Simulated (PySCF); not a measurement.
# F4Gd (Gd(F)4-): the cost of one run

Computed with PySCF 2.14.0. Level: PBE0, Gd lcecp-1-SVP with ECP53, F def2-SVP; scalar-relativistic core potentials, no spin–orbit coupling.

1 further run of the same task is left out (for a known fault of the program).

**1. The system as given**

5 atoms, charge -1, spin multiplicity 1.

Bond lengths: Gd1–F2 2.109 Å, Gd1–F3 2.109 Å, Gd1–F4 2.109 Å, Gd1–F5 2.109 Å. Angles: F2–Gd1–F3 109.5°, F2–Gd1–F4 109.5°, F2–Gd1–F5 109.5°, F3–Gd1–F4 109.5°, F3–Gd1–F5 109.5°, F4–Gd1–F5 109.5°.

Geometry (Å):

```xyz
5
F4Gd
Gd    0.0000    0.0000    0.0000
F     1.2177    1.2177    1.2177
F    -1.2177   -1.2177    1.2177
F     1.2177   -1.2177   -1.2177
F    -1.2177    1.2177   -1.2177
```

Formal oxidation states: Gd +3. Each metal's 7 4f electrons lie in its core potential, so multiplicities, spins and levels count the valence alone.

**2. SCF at the start, singlet**

Input file run.py (the lines that set the calculation):

```python
mol = gto.M(atom='''
Gd     0.00000     0.00000     0.00000
F      1.21770     1.21770     1.21770
F     -1.21770    -1.21770     1.21770
F      1.21770    -1.21770    -1.21770
F     -1.21770     1.21770    -1.21770''',
    basis={'Gd': 'lcecp-1-SVP', 'F': 'def2-SVP'},
    ecp={'Gd': 'lcecp-1-SVP'},
    charge=-1, spin=0)
mf = dft.RKS(mol, xc='PBE0')
mf.grids.atom_grid = (50, 194)  # f atoms: unpruned, at least (60, 302)
mf = mf.density_fit()  # fitting sets: Gd AutoAux, F def2-universal-JKFIT
mf.conv_tol = 1e-08; mf.max_cycle = 55
mf.kernel(dm0)  # dm0: free metal ions and neutral atoms
```

Command:

```sh
$ OMP_NUM_THREADS=2 python run.py
```

**Question.** How long does this run take on 2 threads of Arm Neoverse V1, shared host, and how much memory does it need?

About 2.4 s, with a peak of 0.44 GiB.
